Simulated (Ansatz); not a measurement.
# C2HF2Si (SMILES [C]#C[SiH](F)F): UHF/def2-SVPD

Aim: the vertical ionisation energy of C2HF2Si at UHF/def2-SVPD, from 2 runs. 

The results are computed with Ansatz 0.2.0.

45 further runs of the same task are left out: 45 set aside as unsound or not needed.

## 1. Starting point

The species is C2HF2Si (6 atoms), meant as a doublet with charge 0. SMILES: `[C]#C[SiH](F)F`. The shape is that of a PBE0-D4/def2-TZVP optimisation.

Bond lengths: C1–C2 1.211 Å, C2–Si3 1.812 Å, Si3–F4 1.580 Å, Si3–F5 1.580 Å, Si3–H6 1.468 Å. Angles: C1–C2–Si3 176.8°, C2–Si3–F4 108.8°, C2–Si3–F5 108.8°, F4–Si3–F5 107.9°, C2–Si3–H6 112.5°, F4–Si3–H6 109.4°, F5–Si3–H6 109.4°.

## 2. A single-point energy at UHF/def2-SVPD

Contents of run.yaml:

```yaml
crystal:
  periodic: [false, false, false]
  atoms:
    - {symbol: C, position_ang: [0.858400, -2.085100, 1.052200]}
    - {symbol: C, position_ang: [0.445300, -1.082600, 0.512900]}
    - {symbol: Si, position_ang: [-0.183000, 0.459200, -0.201300]}
    - {symbol: F, position_ang: [-1.479900, 0.138200, -1.044000]}
    - {symbol: F, position_ang: [0.904100, 1.043400, -1.187100]}
    - {symbol: H, position_ang: [-0.502800, 1.463000, 0.821300]}
basis:
  gaussian: {orbitals: def2-SVPD}
hamiltonian: {xc: hf}
accuracy: high
magnetization: {spin_polarized: true, initial_magnetization: 1}
output: {orbitals: {seedname: orbitals}}
```

The run is started by

```console
$ ansatz run run.yaml --threads 1 --pin off --max-ram 3480MiB --events-out events.jsonl --progress --plain --runs-dir runs
```

Standard output:

```text
Warning: RAYON_NUM_THREADS=1 ignored (pool sized by the plan → 1); use --threads N
Functional definition: HF
  name "HF"
  exchange = exact_x
  correlation = 0
2309 factors; integrals over basis functions are off by at most 3.2e-9 eV
mean field evaluation 1: about -15337.7959 eV, gradient 2.7e1 eV
mean field evaluation 2: about -15337.9016 eV, gradient 2.7e1 eV
mean field evaluation 4: about -15341.7150 eV, gradient 3.8e0 eV
mean field evaluation 8: about -15342.1785 eV, gradient 1.1e0 eV
mean field evaluation 16: about -15342.3557 eV, gradient 3.3e-5 eV
mean field evaluation 32: about -15340.1542 eV, gradient 1.0e1 eV
mean field evaluation 64: about -15341.6244 eV, gradient 2.2e0 eV
mean field -15342.35570248 eV, -563.8211726439 hartree, gradient 8.1e-8 eV, S^2 1.185397; 2 other end points of the search recorded, 0 dependent functions left out
reference -15342.35570248 eV, -563.8211726439 hartree; 23, 22 occupied and 95, 96 virtual orbitals, 2309 factors
Total energy: -15342.35570248 eV, -563.8211726439 hartree
```

Wall time 21 s (1 thread of Intel Xeon Platinum 8259CL at 2.50GHz (Skylake/Cascade Lake), shared host); peak memory 0.47 GiB.

## 3. The singlet cation, same level

Contents of molecule.yaml:

```yaml
crystal:
  periodic: [false, false, false]
  atoms:
    - {symbol: C, position_ang: [0.858400, -2.085100, 1.052200]}
    - {symbol: C, position_ang: [0.445300, -1.082600, 0.512900]}
    - {symbol: Si, position_ang: [-0.183000, 0.459200, -0.201300]}
    - {symbol: F, position_ang: [-1.479900, 0.138200, -1.044000]}
    - {symbol: F, position_ang: [0.904100, 1.043400, -1.187100]}
    - {symbol: H, position_ang: [-0.502800, 1.463000, 0.821300]}
basis:
  gaussian: {orbitals: def2-SVPD}
total_charge: 1
hamiltonian: {xc: hf}
accuracy: high
output: {orbitals: {seedname: orbitals}}
```

The run is started by

```console
$ ansatz run molecule.yaml --threads 1 --pin off --max-ram 3480MiB --events-out events.jsonl --progress --plain --runs-dir runs
```

Standard output:

```text
Warning: RAYON_NUM_THREADS=1 ignored (pool sized by the plan → 1); use --threads N
[... 4 set-up lines as earlier in the session ...]
2309 factors; integrals over basis functions are off by at most 3.3e-9 eV
mean field evaluation 1: about -15318.6498 eV, gradient 6.4e1 eV
mean field evaluation 2: about -15318.7614 eV, gradient 6.4e1 eV
mean field evaluation 4: about -15326.4950 eV, gradient 1.5e1 eV
mean field evaluation 8: about -15327.5247 eV, gradient 6.5e-1 eV
mean field evaluation 16: about -15328.5285 eV, gradient 3.7e0 eV
mean field evaluation 32: about -15328.7246 eV, gradient 1.2e-8 eV
mean field evaluation 64: about -15328.6839 eV, gradient 9.0e-2 eV
mean field evaluation 96: about -15327.5142 eV, gradient 2.0e-1 eV
mean field evaluation 128: about -15327.5126 eV, gradient 1.2e-1 eV
mean field evaluation 160: about -15328.6363 eV, gradient 1.9e-1 eV
mean field evaluation 192: about -15327.5132 eV, gradient 9.3e-1 eV
mean field evaluation 224: about -15328.6150 eV, gradient 3.0e0 eV
mean field -15328.72463890 eV, -563.3202402967 hartree, gradient 1.2e-8 eV, S^2 0.000000; 4 other end points of the search recorded, 0 dependent functions left out
reference -15328.72463890 eV, -563.3202402967 hartree; 22, 22 occupied and 96, 96 virtual orbitals, 2309 factors
Total energy: -15328.72463890 eV, -563.3202402967 hartree
```

Wall time 23 s (1 thread of Intel Xeon Platinum 8259CL at 2.50GHz (Skylake/Cascade Lake), shared host); peak memory 0.4 GiB.

## 4. What came out

At UHF/def2-SVPD:

| quantity | value |
| --- | --- |
| doublet C2HF2Si: total energy | -563.82117 Eh |
| doublet C2HF2Si: HOMO energy (highest over α and β) | -12.21 eV |
| doublet C2HF2Si: LUMO energy (lowest over α and β) | 0.08 eV |
| doublet C2HF2Si: ⟨S²⟩ | 1.185 |
| singlet cation: total energy | -563.32024 Eh |
| singlet cation: HOMO energy | -20.76 eV |
| singlet cation: LUMO energy | -11.49 eV |
| singlet cation: HOMO–LUMO gap | 9.27 eV |
| vertical ionisation energy (to the singlet cation) | 13.631 eV |

In words: The vertical ionisation energy comes to 13.63 eV (1315 kJ/mol). Only the singlet of the ionised species was computed; a triplet could lie lower. ⟨S²⟩ (doublet C2HF2Si) is 1.19 where a pure doublet has 0.75: the reference is spin-contaminated.
